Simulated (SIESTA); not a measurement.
Ti3In:

```
In Ti
1.0
     5.90294    0.00000    0.00000
    -2.95147    5.11209    0.00000
     0.00000    0.00000    4.77396
In Ti
2 6
Cartesian
  2.9515 1.7040 1.1935
  0.0000 3.4081 3.5805
  4.4401 0.8446 3.5805
  1.4629 0.8446 3.5805
  2.9515 3.4229 3.5805
  -1.4886 4.2675 1.1935
  1.4886 4.2675 1.1935
  0.0000 1.6892 1.1935
```

The cell comes from a database or a generator and needn't be the stable form of this composition.

| Property | Result |
| --- | --- |
| Program | SIESTA 5.4.2 |
| Task | single point |
| Functional | PBEsol |
| Potentials or basis | PseudoDojo 0.4 standard (PBEsol files) |
| Basis | DZP (energy shift 0.003 Ry; two zetas on semicore shells) |
| Grid cutoff | 800 Ry |
| Energy shift | 0.003 Ry |
| k mesh | 5 × 5 × 6 |
| Occupations | fermi-dirac, width 0.05 eV |
| Spin | no spin polarisation |

On this cell: pressure -2.9 GPa; largest force 0.090 eV/Å; band gap on the k mesh none (metal or under the smearing width).

The same run follows on a disturbed copy (atoms moved at random, drawn with an rms of 0.05 Å):

```xyz
8
Lattice="5.9029 0.0000 0.0000 -2.9515 5.1121 0.0000 0.0000 0.0000 4.7740" Properties=species:S:1:pos:R:3 pbc="T T T"
In    2.9327    1.6390    1.1981
In    0.0077    3.4529    3.5924
Ti    4.4634    0.8440    3.6132
Ti    1.4757    0.8503    3.5931
Ti    2.9789    3.4486    3.5549
Ti   -1.4496    4.2376    1.2365
Ti    1.4409    4.2482    1.2567
Ti    0.0411    1.7039    1.1729
```

What changes?

The energy (extrapolated to zero smearing) moves by +12.8 meV/atom; pressure -2.6 GPa; largest force 0.782 eV/Å; band gap on the k mesh none (metal or under the smearing width).

Forces on the atoms (eV/Å):
```
In   0.346  0.600  0.058
In   0.049 -0.441  0.183
Ti   0.110  0.138 -0.146
Ti  -0.106  0.031 -0.076
Ti  -0.197 -0.137  0.309
Ti  -0.512  0.087 -0.254
Ti   0.704  0.037 -0.339
Ti  -0.395 -0.314  0.265
```

Stress tensor (GPa, compression positive):
```
-2.47  0.19 -0.24
 0.19 -3.41 -0.20
-0.24 -0.20 -1.93
```

Caveats: the basis of atomic orbitals isn't converged, which shifts pressures, moduli and gaps.
